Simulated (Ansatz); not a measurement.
# HfB4C: from a guess to a relaxed structure

Aim: relax a trial structure of HfB4C and see where it ends.

Computed with Ansatz 0.2.0 (DFT PBE, scalar-relativistic, plane waves, PAW, unless a step's input says otherwise).

## (1) The starting structure

It takes space group F-43m (No. 216, cubic). The conventional cell has a = 6.177 Å, b = 6.177 Å, c = 6.177 Å, α = 90.00°, β = 90.00°, γ = 90.00°. Hf (site symmetry -43m) is surrounded by 12 B at 2.56 Å and 4 C at 2.67 Å. B (site symmetry 3m) is surrounded by 6 B at 2.18 to 2.19 Å and 3 C at 2.56 Å and 3 Hf at 2.56 Å. Around C (site symmetry -43m) lie 12 B at 2.56 Å and 4 Hf at 2.67 Å.

Coordinates:

```xyz
6
Lattice="0.0000 3.0886 3.0886 3.0886 0.0000 3.0886 3.0886 3.0886 0.0000" Properties=species:S:1:pos:R:3 pbc="T T T"
Hf    0.0000    0.0000    0.0000
B     3.8594    2.3177    2.3177
B     2.3177    2.3177    3.8594
B     2.3177    3.8594    2.3177
B     3.8594    3.8594    3.8594
C     1.5443    1.5443    1.5443
```

Recipe of the guess: species swapped into a database cell of LuNi4Sn (F-43m, No. 216), with Hf on the Lu sites, B on the Ni sites and C on the Sn sites. The dimensions are guesses.

## (2) A first look at the guess

input.yaml

```yaml
crystal:
  lattice:
    - [0.0, 3.08857501, 3.08857501]
    - [3.08857501, 0.0, 3.08857501]
    - [3.08857501, 3.08857501, 0.0]
  atoms:
    - { symbol: Hf, position: [0.0, 0.0, 0.0] }
    - { symbol: B, position: [0.12562102, 0.62479299, 0.62479299] }
    - { symbol: B, position: [0.62479299, 0.62479299, 0.12562102] }
    - { symbol: B, position: [0.62479299, 0.12562102, 0.62479299] }
    - { symbol: B, position: [0.62479299, 0.62479299, 0.62479299] }
    - { symbol: C, position: [0.25, 0.25, 0.25] }
basis:
  ecutwfc: 420
kpoints:
  mp_grid: { grid: [6, 6, 6] }
hamiltonian:
  xc: pbe
scf:
  occupations: { method: gaussian, width: 0.1 }
  lower_state_search: "off"
output:
  forces: true
  stress: true
  eigenvalues: true
```

The run is started by

```sh
ansatz run input.yaml --threads 1 --pin off --max-ram 2560MiB --backend cpu --events-out ev --progress --plain --runs-dir out
```

Standard output, cut to the lines that bear on the results:

```text
Warning: RAYON_NUM_THREADS=1 ignored (pool sized by the plan → 1); use --threads N
[...]
Pseudopotentials: kind: paw
Pseudopotential: Hf, paw, valence charge 26, recommended cutoff 420 eV (normal), Hf.paw.azcp
Pseudopotential: B, paw, valence charge 3, recommended cutoff 420 eV (normal), B.paw.azcp
Pseudopotential: C, paw, valence charge 4, recommended cutoff 420 eV (normal), C.paw.azcp
Functional definition: PBE
[...]
Crystal: 6 atoms, lattice volume = 58.926 Å³
Basis set: ecut = 420 eV, 1139 PW (Γ), exchange–correlation on 60×60×60 points (8 copies of the dense FFT grid, shifted against one another)
Bands: 27, of which v1, the nominal top of the filled ones, is band 21 counted from 1 (20 counted from 0)
Symmetry: 24 space group operations
Space group: F-43m (ITA 216), of the structure as read, at distance tolerance 3.9e-5 Å
k-points: 16 of 216 (time reversal used)
[...]
SCF iter   1: F=—  HF=-16588.439856 eV  |F-HF|=—  |Δ(HF+E_count)|=         —  Δρ=9.09e-3  dr2=7.57e-2  ethr=1.77e-3  ⟨swp⟩=4.1  Hψ=1514  notcnv=0
[...]
SCF iter   6: F=-16588.425820 eV  HF=-16588.425820 eV  |F-HF|=8.03e-8  |Δ(HF+E_count)|=   6.93e-7  Δρ=1.92e-5  dr2=8.24e-8  ethr=2.38e-10  ⟨swp⟩=7.1  Hψ=2275  notcnv=0
[...]
SCF converged after 6 iterations
Free energy (F): -16588.425820 eV
[...]
E sigma→0 (E₀):  -16588.422316 eV
Entropy (-TS):   -0.007007 eV (-1.168 meV/atom)
Fermi energy:    13.325348 eV
[...]
--- Forces (eV/Å), atoms counted from 1 ---
  atom   1  Hf    -0.00000000     0.00000000     0.00000000
  atom   2  B     -0.14273316     0.14273316     0.14273316
  atom   3  B      0.14273316     0.14273316    -0.14273316
  atom   4  B      0.14273316    -0.14273316     0.14273316
  atom   5  B     -0.14273316    -0.14273316    -0.14273316
  atom   6  C     -0.00000000     0.00000000     0.00000000
[...]
--- Stress (GPa, compression-positive) ---
      -24.457115      -0.000000      -0.000000
        0.000000     -24.457115       0.000000
       -0.000000       0.000000     -24.457115
  P = ⅓ Tr σ = -24.4571 GPa (-244.571 kbar)
--- Band table (eV; the first three rows and the last of 16) ---
  k-point 0: bands = ["-47.6024", "-16.3502", "-16.3502", "-16.3502", "-0.3286", "2.3622", "2.4028", "2.4028", "2.4028", "2.4138", "2.4138", "2.4138", "6.1663", "7.9249", "8.1544", "8.1544", "8.1544", "10.7111", "10.7111", "11.3332", "11.3332", "11.3332", "14.3885", "14.3885", "14.3885", [...]
[...]
```

It took 2.5 s on 1 thread of Intel Xeon at 2.70GHz, shared host; peak memory 0.36 GiB.

Read-out: pressure -24.5 GPa, largest force 0.25 eV/Å, gap on this mesh none (metal). A cheap, loose relaxation comes first.

## (3) Rough relaxation on the coarse mesh

Changes to input.yaml since step 2:

```diff
@@ -25 +25,6 @@
   eigenvalues: true
+relax:
+  adjacent_minimum: "off"
+  f_tol: 0.04
+  max_steps: 70
+  cell: { stress_tol: 0.4 }
```

The run is started by

```sh
ansatz run input.yaml --threads 1 --pin off --max-ram 2560MiB --backend cpu --events-out ev --progress --plain --runs-dir out
```

Standard output:

```text
Warning: RAYON_NUM_THREADS=1 ignored (pool sized by the plan → 1); use --threads N
Engine: ansatz 0.2.0, x86_64-unknown-linux-gnu
[... 5 set-up lines as earlier in the session ...]
  parameter kappa = 0.804
  parameter beta = 0.06672455060314922
  exchange = pbe_x(kappa = kappa, mu = beta*pi^2/3)
  correlation = pbe_c(beta = beta)
Crystal: 6 atoms, lattice volume = 58.926 Å³
Basis set: ecut = 420 eV, 1139 PW (Γ), exchange–correlation on 60×60×60 points (8 copies of the dense FFT grid, shifted against one another)
Bands: 27, of which v1, the nominal top of the filled ones, is band 21 counted from 1 (20 counted from 0)
[... 2 set-up lines as earlier in the session ...]
k-points: 16 of 216 (time reversal used)
Non-local potential: Hf, projectors of the file, l = 0: 3, l = 1: 2, l = 2: 2, l = 3: 3
Non-local potential: B, projectors of the file, l = 0: 2, l = 1: 2, l = 2: 1
Non-local potential: C, projectors of the file, l = 0: 2, l = 1: 2, l = 2: 1
PAW form: soft (Blöchl's): semilocal exchange-correlation on the pseudo side does not see the compensation charge
PAW one-centre angular grid: Hf, 590 points (default); XC on 64 Gauss nodes
PAW one-centre angular grid: B, 110 points (default); XC on 64 Gauss nodes
PAW one-centre angular grid: C, 110 points (default); XC on 64 Gauss nodes
Initial density: superposition of atomic densities (neutral atoms: chi_scale 0, normalization atom), corrected by the library's trained network
Initial wavefunctions: pseudopotential atomic-orbital guess
Functional: x = pbe(κ = 0.804, μ = 0.2195149727645171), c = pbe(β = 0.06672455060314922)
SCF iter   1: F=—  HF=-16588.439856 eV  |F-HF|=—  |Δ(HF+E_count)|=         —  Δρ=9.09e-3  dr2=7.57e-2  ethr=1.77e-3  ⟨swp⟩=4.1  Hψ=1514  notcnv=0
preconditioner: auto → none  [insulator: Δε(μ)=0.137 eV  Ē_g=13.817 eV  σ=0.100 eV  W_gap=0.60  n_scr=14 (ndim 8)  ℏωp=30.6 eV  f_vac=0.000  D(μ)=1.51/eV (n_scr^D=14)  ε∞_Penn≈5.9]
SCF iter   2: F=—  HF=-16588.427248 eV  |F-HF|=—  |Δ(HF+E_count)|=   1.26e-2  Δρ=3.52e-3  dr2=1.01e-2  ethr=1.80e-4  ⟨swp⟩=1.2  Hψ=574  notcnv=0
SCF iter   3: F=—  HF=-16588.425924 eV  |F-HF|=—  |Δ(HF+E_count)|=   1.32e-3  Δρ=9.97e-4  dr2=7.67e-4  ethr=2.40e-5  ⟨swp⟩=1.9  Hψ=475  notcnv=0  defer=3
SCF iter   4: F=—  HF=-16588.425810 eV  |F-HF|=—  |Δ(HF+E_count)|=   1.14e-4  Δρ=2.50e-4  dr2=1.53e-5  ethr=1.83e-6  ⟨swp⟩=2.0  Hψ=540  notcnv=0  defer=3
SCF iter   5: F=—  HF=-16588.425821 eV  |F-HF|=—  |Δ(HF+E_count)|=   1.10e-5  Δρ=9.41e-5  dr2=3.02e-6  ethr=3.64e-8  ⟨swp⟩=2.0  Hψ=745  notcnv=0  defer=3
SCF iter   6: F=-16588.425820 eV  HF=-16588.425820 eV  |F-HF|=8.19e-8  |Δ(HF+E_count)|=   6.97e-7  Δρ=1.91e-5  dr2=7.98e-8  ethr=2.38e-10  ⟨swp⟩=7.1  Hψ=2117  notcnv=0
SCF 1 converged in 6 iterations: F = -16588.425820 eV  dr2 = 7.98e-8
relax step   1: F+E_penalty+E_count = -16588.42581995 eV  Δ(F+E_penalty+E_count) = +0.000e0 eV  max|allowed force component| = 1.427e-1 eV/Å  Δτ_max = 0.0000 Å  P = -24.457 GPa  Ω = 58.926 Å³  (6 SCF iters, dr2 threshold 1.00e-7 eV, accepted)
Crystal: 6 atoms, lattice volume = 50.721 Å³
Basis set: ecut = 420 eV, 965 PW (Γ), exchange–correlation on 60×60×60 points (8 copies of the dense FFT grid, shifted against one another)
Initial density: handed on by an earlier stage of this run
Initial wavefunctions: those handed on with the density
iter 1 solved again at ethr=4.46e-4 eV; its pass at ethr=3.10e-3 eV (dr2=1.87e-1 eV) is discarded
SCF iter   1: F=—  HF=-16589.200964 eV  |F-HF|=—  |Δ(HF+E_count)|=         —  Δρ=1.39e-2  dr2=1.87e-1  ethr=4.46e-4  ⟨swp⟩=1.0  Hψ=2389  notcnv=0
preconditioner: auto → Kerker (q_TF=auto, 2.644 Å⁻¹)  [metal: Δε(μ)=0.075 eV  Ē_g=14.314 eV  σ=0.100 eV  W_gap=0.38  n_scr=14 (ndim 8)  ℏωp=33.0 eV  f_vac=0.000  D(μ)=1.45/eV (n_scr^D=14)]
SCF iter   2: F=—  HF=-16589.174354 eV  |F-HF|=—  |Δ(HF+E_count)|=   2.66e-2  Δρ=8.10e-3  dr2=6.67e-2  ethr=4.44e-4  ⟨swp⟩=1.0  Hψ=432  notcnv=0
SCF iter   3: F=—  HF=-16589.159637 eV  |F-HF|=—  |Δ(HF+E_count)|=   1.47e-2  Δρ=1.20e-3  dr2=6.38e-4  ethr=1.59e-4  ⟨swp⟩=2.0  Hψ=491  notcnv=0
SCF iter   4: F=—  HF=-16589.159469 eV  |F-HF|=—  |Δ(HF+E_count)|=   1.68e-4  Δρ=6.27e-4  dr2=1.97e-4  ethr=1.52e-6  ⟨swp⟩=2.0  Hψ=750  notcnv=0
SCF iter   5: F=—  HF=-16589.159189 eV  |F-HF|=—  |Δ(HF+E_count)|=   2.80e-4  Δρ=2.48e-4  dr2=1.85e-5  ethr=4.70e-7  ⟨swp⟩=2.0  Hψ=771  notcnv=0
SCF iter   6: F=-16589.159184 eV  HF=-16589.159184 eV  |F-HF|=2.90e-8  |Δ(HF+E_count)|=   4.65e-6  Δρ=2.92e-5  dr2=3.97e-7  ethr=1.43e-9  ⟨swp⟩=4.1  Hψ=1912  notcnv=0
SCF 2 converged in 6 iterations: F = -16589.159184 eV  dr2 = 3.97e-7
relax step   2: F+E_penalty+E_count = -16589.15918442 eV  Δ(F+E_penalty+E_count) = -7.334e-1 eV  max|allowed force component| = 1.943e-1 eV/Å  Δτ_max = 0.0086 Å  P = -0.191 GPa  Ω = 50.721 Å³  energy of the carried Pulay correction = +1.211e-2 eV  (6 SCF iters, dr2 threshold 6.00e-7 eV, accepted)
Crystal: 6 atoms, lattice volume = 50.577 Å³
iter 1 solved again at ethr=1.37e-5 eV; its pass at ethr=3.10e-3 eV (dr2=5.75e-3 eV) is discarded
SCF iter   1: F=—  HF=-16589.177467 eV  |F-HF|=—  |Δ(HF+E_count)|=         —  Δρ=2.40e-3  dr2=5.75e-3  ethr=1.37e-5  ⟨swp⟩=1.4  Hψ=1896  notcnv=0
preconditioner: auto → Kerker (q_TF=auto, 2.645 Å⁻¹)  [metal: Δε(μ)=0.098 eV  Ē_g=14.280 eV  σ=0.100 eV  W_gap=0.45  n_scr=14 (ndim 8)  ℏωp=33.0 eV  f_vac=0.000  D(μ)=1.19/eV (n_scr^D=8)]
SCF iter   2: F=—  HF=-16589.176216 eV  |F-HF|=—  |Δ(HF+E_count)|=   1.25e-3  Δρ=1.44e-3  dr2=2.13e-3  ethr=1.37e-5  ⟨swp⟩=1.0  Hψ=432  notcnv=0
SCF iter   3: F=—  HF=-16589.175442 eV  |F-HF|=—  |Δ(HF+E_count)|=   7.74e-4  Δρ=1.34e-4  dr2=5.63e-6  ethr=5.07e-6  ⟨swp⟩=2.0  Hψ=579  notcnv=0
SCF iter   4: F=—  HF=-16589.175437 eV  |F-HF|=—  |Δ(HF+E_count)|=   4.77e-6  Δρ=9.64e-5  dr2=3.15e-6  ethr=1.34e-8  ⟨swp⟩=2.0  Hψ=770  notcnv=0
iter 5 did not close the SCF: its close was put off for the readings that it lacked (scf_convergence_deferred on its scf_iter line)
SCF iter   5: F=-16589.175436 eV  HF=-16589.175437 eV  |F-HF|=6.35e-7  |Δ(HF+E_count)|=   9.22e-7  Δρ=4.14e-5  dr2=5.26e-7  ethr=7.49e-9  ⟨swp⟩=2.4  Hψ=766  notcnv=0
SCF iter   6: F=-16589.175436 eV  HF=-16589.175436 eV  |F-HF|=5.34e-8  |Δ(HF+E_count)|=   1.02e-7  Δρ=9.35e-6  dr2=2.41e-8  ethr=1.25e-9  ⟨swp⟩=2.5  Hψ=1720  notcnv=0
SCF 3 converged in 6 iterations: F = -16589.175436 eV  dr2 = 2.41e-8
relax step   3: F+E_penalty+E_count = -16589.17543641 eV  Δ(F+E_penalty+E_count) = -1.625e-2 eV  max|allowed force component| = 1.814e-1 eV/Å  Δτ_max = 0.0130 Å  P = +0.435 GPa  Ω = 50.577 Å³  energy of the carried Pulay correction = +1.234e-2 eV  (6 SCF iters, dr2 threshold 6.00e-7 eV, accepted)
[... 10 lines left out ...]
relax step   4: F+E_penalty+E_count = -16589.19836263 eV  Δ(F+E_penalty+E_count) = -2.293e-2 eV  max|allowed force component| = 1.561e-1 eV/Å  Δτ_max = 0.0207 Å  P = +0.146 GPa  Ω = 50.682 Å³  energy of the carried Pulay correction = +1.218e-2 eV  (6 SCF iters, dr2 threshold 6.00e-7 eV, accepted)
[... 10 lines left out ...]
relax step   5: F+E_penalty+E_count = -16589.24397138 eV  Δ(F+E_penalty+E_count) = -4.561e-2 eV  max|allowed force component| = 1.100e-1 eV/Å  Δτ_max = 0.0498 Å  P = +0.715 GPa  Ω = 50.901 Å³  energy of the carried Pulay correction = +1.183e-2 eV  (6 SCF iters, dr2 threshold 6.00e-7 eV, accepted)
[... 11 lines left out ...]
relax step   6: F+E_penalty+E_count = -16589.07498000 eV  Δ(F+E_penalty+E_count) = +1.690e-1 eV  max|allowed force component| = 8.710e-1 eV/Å  Δτ_max = 0.1362 Å  P = +6.107 GPa  Ω = 52.049 Å³  energy of the carried Pulay correction = +1.003e-2 eV  (7 SCF iters, dr2 threshold 6.00e-7 eV, rejected (line search))
[... 13 lines left out ...]
relax step   7: F+E_penalty+E_count = -16589.25649510 eV  Δ(F+E_penalty+E_count) = -1.252e-2 eV  max|allowed force component| = 1.109e-1 eV/Å  Δτ_max = 0.0185 Å  P = -0.581 GPa  Ω = 51.387 Å³  energy of the carried Pulay correction = +1.106e-2 eV  (9 SCF iters, accepted)
[... 12 lines left out ...]
relax step   8: F+E_penalty+E_count = -16589.17842032 eV  Δ(F+E_penalty+E_count) = +7.807e-2 eV  max|allowed force component| = 5.008e-1 eV/Å  Δτ_max = 0.0976 Å  P = +1.398 GPa  Ω = 52.627 Å³  energy of the carried Pulay correction = +9.141e-3 eV  (7 SCF iters, dr2 threshold 6.00e-7 eV, rejected (line search))
[... 11 lines left out ...]
relax step   9: F+E_penalty+E_count = -16589.27085663 eV  Δ(F+E_penalty+E_count) = -1.436e-2 eV  max|allowed force component| = 2.748e-2 eV/Å  Δτ_max = 0.0388 Å  P = -0.178 GPa  Ω = 51.774 Å³  energy of the carried Pulay correction = +1.046e-2 eV  (7 SCF iters, accepted)
Initial wavefunctions: pseudopotential atomic-orbital guess (no wavefunctions were taken with the density)
iter 1 solved again at ethr=1.97e-8 eV; its pass at ethr=3.10e-3 eV (dr2=8.28e-6 eV) is discarded
SCF iter   1: F=—  HF=-16589.264326 eV  |F-HF|=—  |Δ(HF+E_count)|=         —  Δρ=2.70e-4  dr2=5.23e-6  ethr=1.97e-8  ⟨swp⟩=3.6  Hψ=2767  notcnv=0
preconditioner: auto → none  [insulator: Δε(μ)=0.287 eV  Ē_g=14.227 eV  σ=0.100 eV  W_gap=0.76  n_scr=14 (ndim 8)  ℏωp=32.6 eV  f_vac=0.000  D(μ)=0.91/eV (n_scr^D=0)  ε∞_Penn≈6.3]
SCF iter   2: F=—  HF=-16589.264340 eV  |F-HF|=—  |Δ(HF+E_count)|=   1.44e-5  Δρ=1.48e-4  dr2=2.63e-6  ethr=1.25e-8  ⟨swp⟩=2.0  Hψ=768  notcnv=0
SCF iter   3: F=—  HF=-16589.264342 eV  |F-HF|=—  |Δ(HF+E_count)|=   1.47e-6  Δρ=7.56e-5  dr2=3.70e-7  ethr=6.26e-9  ⟨swp⟩=2.0  Hψ=761  notcnv=0
SCF iter   4: F=—  HF=-16589.264343 eV  |F-HF|=—  |Δ(HF+E_count)|=   1.41e-6  Δρ=2.79e-5  dr2=5.01e-8  ethr=8.82e-10  ⟨swp⟩=2.0  Hψ=702  notcnv=0
iter 5 did not close the SCF: its close was put off for the readings that it lacked (scf_convergence_deferred on its scf_iter line)
SCF iter   5: F=-16589.264343 eV  HF=-16589.264343 eV  |F-HF|=7.29e-9  |Δ(HF+E_count)|=   2.17e-7  Δρ=5.13e-6  dr2=1.85e-9  ethr=1.19e-10  ⟨swp⟩=2.0  Hψ=704  notcnv=0
SCF iter   6: F=-16589.264343 eV  HF=-16589.264343 eV  |F-HF|=4.37e-11  |Δ(HF+E_count)|=   7.41e-9  Δρ=4.96e-7  dr2=3.54e-11  ethr=4.40e-12  ⟨swp⟩=2.7  Hψ=1613  notcnv=0
SCF 10 converged in 6 iterations: F = -16589.264343 eV  dr2 = 3.54e-11
relax step  10: F+E_penalty+E_count = -16589.26434318 eV  Δ(F+E_penalty+E_count) = +6.513e-3 eV  max|allowed force component| = 2.827e-2 eV/Å  Δτ_max = 0.0000 Å  P = -0.338 GPa  Ω = 51.774 Å³  stress off target by 3.38e-1 GPa  SCF on the basis re-selected at this cell (its energy is not comparable with the rows above)  (6 SCF iters)
basis re-selected at this cell: Δ(F+E_penalty+E_count) = +6.513e-3 eV, ΔP = -0.160 GPa vs the last step (what re-selecting the basis moved, of the pressure what is left beyond the Pulay correction that the steps carried, after the strain that the cell walked since its last selection, with what the two solves' SCF thresholds leave and, on support functions, any second-order correction that the steps lacked; it is no measure of the basis error at this ecutwfc). This SCF's stress stands 3.38e-1 GPa from its target on what of the cell is left free (relax.cell.stress_tol is 4.00e-1 GPa) and its largest allowed force component is 2.83e-2 eV/Å (relax.f_tol is 4.00e-2 eV/Å): within both
SCF converged after 6 iterations
Free energy (F): -16589.264343 eV
Harris-Foulkes:  -16589.264343 eV  (|F-HF|=4.37e-11)
Internal energy: -16589.259816 eV  (E = F + TS)
E sigma→0 (E₀):  -16589.262079 eV
Entropy (-TS):   -0.004528 eV (-0.755 meV/atom)
Fermi energy:    15.526961 eV
--- Per-component energies (eV) ---
  E_band       = 95.404618
  E_kinetic    = 693.832782
  E_local      = -6070.245571  (includes V_loc(G=0)·N_el)
  E_nonlocal   = -1168.292985
  E_hartree    = 2855.989365
  E_xc         = -475.099208
  E_vxc        = -476.669906  (∫ρ·V_xc dr)
  E_paw        = -7340.421742  (= ΣΔE_a)
  E_vpaw       = 1404.801406  (= ΣTr[D̂ρ^β])
  E_aug_tail   = -0.000010  (compensation charges beyond the density's cutoff)
  E_ewald      = -5085.022449
  E_smearing   = -0.004528  (= −TS)
  E_closure    = -0.000000  (closes the sum)
  Σ components = -16589.264343   (vs F -16589.264343, Δ=0.00e0)
--- Forces (eV/Å), atoms counted from 1 ---
  atom   1  Hf    -0.00000000     0.00000000    -0.00000000
  atom   2  B      0.02827450    -0.02827450    -0.02827450
  atom   3  B     -0.02827450    -0.02827450     0.02827450
  atom   4  B     -0.02827450     0.02827450    -0.02827450
  atom   5  B      0.02827450     0.02827450     0.02827450
  atom   6  C     -0.00000000     0.00000000     0.00000000
  max |Σ_I F_I| component: 6.73e-16 eV/Å
--- Stress (GPa, compression-positive) ---
       -0.337520      -0.000000      -0.000000
       -0.000000      -0.337520       0.000000
       -0.000000       0.000000      -0.337520
  P = ⅓ Tr σ = -0.3375 GPa (-3.375 kbar)
--- Band table (eV; the first three rows and the last of 16) ---
  k-point 0: bands = ["-45.0850", "-13.9147", "-13.9147", "-13.9147", "0.5259", "4.8763", "4.9138", "4.9138", "4.9138", "4.9412", "4.9412", "4.9412", "8.0428", "9.3664", "9.7726", "9.7726", "9.7726", "12.4413", "12.4413", "12.9138", "12.9138", "12.9138", "17.3402", "17.3402", "17.3402", "23.9268", "23.9268"]
  k-point 1: bands = ["-45.0847", "-13.9390", "-13.9182", "-13.9182", "0.8547", "4.8802", "4.9024", "4.9180", "4.9180", "4.9364", "4.9364", "4.9414", "7.0651", "8.3725", "9.6513", "9.6513", "11.0479", "11.9636", "11.9636", "14.0068", "14.0068", "14.3932", "16.4516", "17.4150", "17.4150", "23.0696", "23.0696"]
  k-point 2: bands = ["-45.0840", "-13.9869", "-13.9252", "-13.9252", "1.7511", "4.8077", "4.8985", "4.9234", "4.9234", "4.9309", "4.9309", "4.9420", "5.3203", "7.9793", "9.2979", "9.2979", "12.0429", "12.3186", "12.3186", "14.8257", "14.8257", "15.2303", "17.7674", "17.8043", "17.8043", "21.9297", "22.0248"]
  k-point 15: bands = ["-45.0831", "-13.9921", "-13.9640", "-13.9507", "3.2352", "4.1703", "4.9177", "4.9211", "4.9258", "4.9266", "4.9273", "4.9398", "4.9408", "6.5975", "7.7348", "10.2678", "11.8879", "13.0716", "13.8554", "15.4596", "15.9258", "16.1976", "17.4806", "17.6589", "19.8321", "20.6262", "20.8695"]
--- Relaxed structure (9 steps of the walk, 7 accepted, 1 SCFs on fresh bases) ---
  F+E_penalty+E_count = -16589.26434318 eV   max|allowed force component| = 2.827e-2 eV/Å   (the final SCF, on the basis selected at the relaxed cell)
  cell:  # Å, volume = 51.7742 Å³
    - [-2.2397011152161165e-33, 2.9582013660423905, 2.9582013660423905]
    - [2.9582013660423905, -5.664298856875157e-33, 2.9582013660423905]
    - [2.9582013660423905, 2.9582013660423905, -2.2567633926747373e-33]
  atoms:
    - { symbol: Hf, position: [5.829216505394135e-18, 5.876021355267194e-18, 5.595192256028835e-18] }
    - { symbol: B, position: [0.167515223639919, 0.6108282587866937, 0.6108282587866937] }
    - { symbol: B, position: [0.6108282587866937, 0.6108282587866937, 0.167515223639919] }
    - { symbol: B, position: [0.6108282587866937, 0.167515223639919, 0.6108282587866937] }
    - { symbol: B, position: [0.6108282587866937, 0.6108282587866937, 0.6108282587866937] }
    - { symbol: C, position: [0.24999999999999997, 0.24999999999999997, 0.24999999999999997] }
```

It took 27 s on 1 thread of Intel Xeon at 2.70GHz, shared host; peak memory 0.39 GiB.

Relaxation path:

```csv
step,E - E(step 1) (eV/cell),largest force component (eV/Å),pressure (GPa),volume (Å³)
1,0.0000,0.1427,-24.46,58.93
2,-0.7334,0.1943,-0.19,50.72
3,-0.7496,0.1814,0.44,50.58
4,-0.7725,0.1561,0.15,50.68
5,-0.8182,0.1100,0.71,50.90
6,-0.6492,0.8710,6.11,52.05
7,-0.8307,0.1109,-0.58,51.39
8,-0.7526,0.5008,1.40,52.63
9,-0.8450,0.0275,-0.18,51.77
10,-0.8385,0.0283,-0.34,51.77
```

Step 1 is the start. Step 10 repeats the geometry before it on a plane-wave basis chosen anew for that cell, so its energy need not be comparable with the rows above. Steps 6, 8 were tried and not accepted.

Lengths and angles in the start's conventional setting:

|  | before | after | change |
| --- | --- | --- | --- |
| a (Å) | 6.177 | 5.916 | -4.2 % |
| b (Å) | 6.177 | 5.916 | -4.2 % |
| c (Å) | 6.177 | 5.916 | -4.2 % |
| volume (Å³/atom) | 9.82 | 8.63 | -12.1 % |
| shortest distance (Å) | 2.180 | 1.855 | -14.9 % |
| space group (0.01 Å) | F-43m | F-43m | same |

The run keeps the 24 symmetry operations of the start, so it could not have lowered the symmetry.

(Part 1 of 2 ends here.)
